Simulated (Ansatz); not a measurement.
# C4H11As (SMILES CC(C)(C)[AsH2]): CCSD/6-31G(d) (spherical functions)

Aim: the vertical ionisation energy of C4H11As at CCSD/6-31G* (spherical functions), from 2 runs. 

The calculation is run with Ansatz 0.2.0.

46 further runs of the same task are left out: 46 set aside as unsound or not needed.

**1. Starting point**

C4H11As: 16 atoms, total charge 0, spin state singlet. SMILES: `CC(C)(C)[AsH2]`. The coordinates come from a PBE0-D4/def2-TZVP relaxation. This is one conformer, not always the lowest.

Bond lengths: C1–C2 1.520 Å, C2–C3 1.523 Å, C2–C4 1.523 Å, C2–As5 2.001 Å, C1–H6 1.092 Å, C1–H7 1.097 Å, C1–H8 1.092 Å, C3–H9 1.093 Å, C3–H10 1.093 Å, C3–H11 1.096 Å, C4–H12 1.093 Å, C4–H13 1.093 Å, C4–H14 1.096 Å, As5–H15 1.525 Å, As5–H16 1.525 Å. Some angles: C1–C2–C3 110.3°, C1–C2–C4 110.3°, C1–C2–As5 112.0°, C3–C2–C4 110.1°, C3–C2–As5 107.0°, C4–C2–As5 107.0°, C2–C1–H6 111.6°, C2–C1–H7 110.0°, C2–C1–H8 111.6°, C2–C3–H9 111.8°.

**2. A single-point energy at CCSD/6-31G(d) (spherical functions)**

Input file job.yaml:

```yaml
crystal:
  periodic: [false, false, false]
  atoms:
    - symbol: C
      position_ang: [-0.717890, 0.539940, -1.081360]
    - symbol: C
      position_ang: [0.054860, -0.041520, 0.091200]
    - symbol: C
      position_ang: [1.484990, 0.483340, 0.094820]
    - symbol: C
      position_ang: [0.055130, -1.563360, 0.022190]
    - symbol: As
      position_ang: [-0.758180, 0.464170, 1.848200]
    - symbol: H
      position_ang: [-0.738750, 1.631540, -1.046800]
    - symbol: H
      position_ang: [-0.245750, 0.243470, -2.026510]
    - symbol: H
      position_ang: [-1.750400, 0.183790, -1.098030]
    - symbol: H
      position_ang: [2.061280, 0.083870, 0.933440]
    - symbol: H
      position_ang: [1.513620, 1.574770, 0.153010]
    - symbol: H
      position_ang: [1.993890, 0.187820, -0.829660]
    - symbol: H
      position_ang: [-0.960890, -1.967220, 0.027040]
    - symbol: H
      position_ang: [0.600330, -2.007020, 0.859390]
    - symbol: H
      position_ang: [0.538760, -1.895410, -0.903450]
    - symbol: H
      position_ang: [-0.937310, 1.940600, 1.510000]
    - symbol: H
      position_ang: [-2.193680, 0.141230, 1.446500]
basis:
  gaussian:
    orbitals: 6-31G_st_-spherical.json
magnetization:
  spin_polarized: false
accuracy: high
scf:
  omitted_lower_state_checks: [cluster_reference, increment]
correlation:
  method: ccsd
  frozen_orbitals: {As: 9, C: 1, H: 0}
```

The basis set 6-31G* is read from a file made from the Basis Set Exchange's data (not shown).

Launch:

```sh
$ ansatz run job.yaml --threads 1 --pin off --max-ram 3480MiB --events-out events.jsonl --progress --plain --runs-dir runs
```

The program printed, cut to the lines that bear on the results:

```text
Warning: RAYON_NUM_THREADS=1 ignored (pool sized by the plan → 1); use --threads N
Functional definition: HF
  name "HF"
[...]
2727 factors; integrals over basis functions are off by at most 4.7e-9 eV
[...]
mean field -65083.14837695 eV, -2391.7615879106 hartree, gradient 2.1e-8 eV, S^2 0.000000; 0 other end points of the search recorded, 0 dependent functions left out
13 core orbitals not correlated: weight in the atoms' cores, before any rotation towards them, 1.000 or more for the frozen orbitals, at most 0.000 for the correlated occupied ones
reference -65083.14837695 eV, -2391.7615879106 hartree; 21, 21 occupied and 76, 76 virtual orbitals, 2727 factors
second order -21.36258866 eV of doubles, -0.00000000 eV of singles
cycle   1  -22.07634851 eV  change   -7.1e-1 eV  update   1.0e-1
[...]
cycle  19  -22.86136365 eV  change    1.9e-9 eV  update   2.6e-9
Total energy: -65106.00974061 eV, -2392.6017275289 hartree
Checks for a lower state left out: cluster_reference, increment
```

Run time: 43 s. Hardware: 1 thread of Intel Xeon Platinum 8488C (Sapphire Rapids), shared host; peak memory 1 GiB.

**3. The doublet cation, same level**

Input file run.yaml:

```yaml
crystal:
  periodic: [false, false, false]
  atoms:
    - {symbol: C, position_ang: [-0.717890, 0.539940, -1.081360]}
    - {symbol: C, position_ang: [0.054860, -0.041520, 0.091200]}
    - {symbol: C, position_ang: [1.484990, 0.483340, 0.094820]}
    - {symbol: C, position_ang: [0.055130, -1.563360, 0.022190]}
    - {symbol: As, position_ang: [-0.758180, 0.464170, 1.848200]}
    - {symbol: H, position_ang: [-0.738750, 1.631540, -1.046800]}
    - {symbol: H, position_ang: [-0.245750, 0.243470, -2.026510]}
    - {symbol: H, position_ang: [-1.750400, 0.183790, -1.098030]}
    - {symbol: H, position_ang: [2.061280, 0.083870, 0.933440]}
    - {symbol: H, position_ang: [1.513620, 1.574770, 0.153010]}
    - {symbol: H, position_ang: [1.993890, 0.187820, -0.829660]}
    - {symbol: H, position_ang: [-0.960890, -1.967220, 0.027040]}
    - {symbol: H, position_ang: [0.600330, -2.007020, 0.859390]}
    - {symbol: H, position_ang: [0.538760, -1.895410, -0.903450]}
    - {symbol: H, position_ang: [-0.937310, 1.940600, 1.510000]}
    - {symbol: H, position_ang: [-2.193680, 0.141230, 1.446500]}
basis:
  gaussian:
    orbitals: 6-31G_st_-spherical.json
total_charge: 1
magnetization:
  spin_polarized: true
  initial_magnetization: 1
scf:
  omitted_lower_state_checks: [cluster_reference, increment]
accuracy: high
correlation:
  method: ccsd
  frozen_orbitals: {As: 9, C: 1, H: 0}
```

The basis set 6-31G* is read from a file made from the Basis Set Exchange's data (not shown).

Launch:

```sh
$ ansatz run run.yaml --threads 1 --pin off --max-ram 3480MiB --events-out events.jsonl --progress --plain --runs-dir runs
```

The program printed, cut to the lines that bear on the results:

```text
Warning: RAYON_NUM_THREADS=1 ignored (pool sized by the plan → 1); use --threads N
Functional definition: HF
  name "HF"
[...]
2726 factors; integrals over basis functions are off by at most 4.7e-9 eV
[...]
mean field -65074.94123516 eV, -2391.4599810127 hartree, gradient 2.7e-8 eV, S^2 0.766898; 3 other end points of the search recorded, 0 dependent functions left out
13 core orbitals not correlated: weight in the atoms' cores, before any rotation towards them, 1.000 or more for the frozen orbitals, at most 0.000 for the correlated occupied ones
reference -65074.94123516 eV, -2391.4599810127 hartree; 21, 20 occupied and 76, 77 virtual orbitals, 2726 factors
second order -20.76565538 eV of doubles, -0.00000000 eV of singles
cycle   1  -21.50596405 eV  change   -7.4e-1 eV  update   1.1e-1
[...]
cycle  27  -22.30638774 eV  change   -1.2e-9 eV  update   2.3e-9
Total energy: -65097.24762290 eV, -2392.2797256423 hartree
Checks for a lower state left out: cluster_reference, increment
```

Run time: 2.6 min. Hardware: 1 thread of Intel Xeon Platinum 8488C (Sapphire Rapids), shared host; peak memory 2.4 GiB.

**4. Outcome**

Level: CCSD/6-31G* (spherical functions), 13 core orbitals frozen.

```
                                                     quantity           value
                                singlet C4H11As: total energy  -2392.60173 Eh
singlet C4H11As: correlation energy (13 core orbitals frozen)      -840.1 mEh
                               singlet C4H11As: T1 diagnostic           0.009
                                 doublet cation: total energy  -2392.27973 Eh
 doublet cation: correlation energy (13 core orbitals frozen)      -819.7 mEh
            doublet cation: ⟨S²⟩ of the reference determinant           0.767
                                doublet cation: T1 diagnostic           0.012
           vertical ionisation energy (to the doublet cation)        8.762 eV
```

Removing an electron at fixed nuclei costs 8.76 eV (202 kcal/mol).
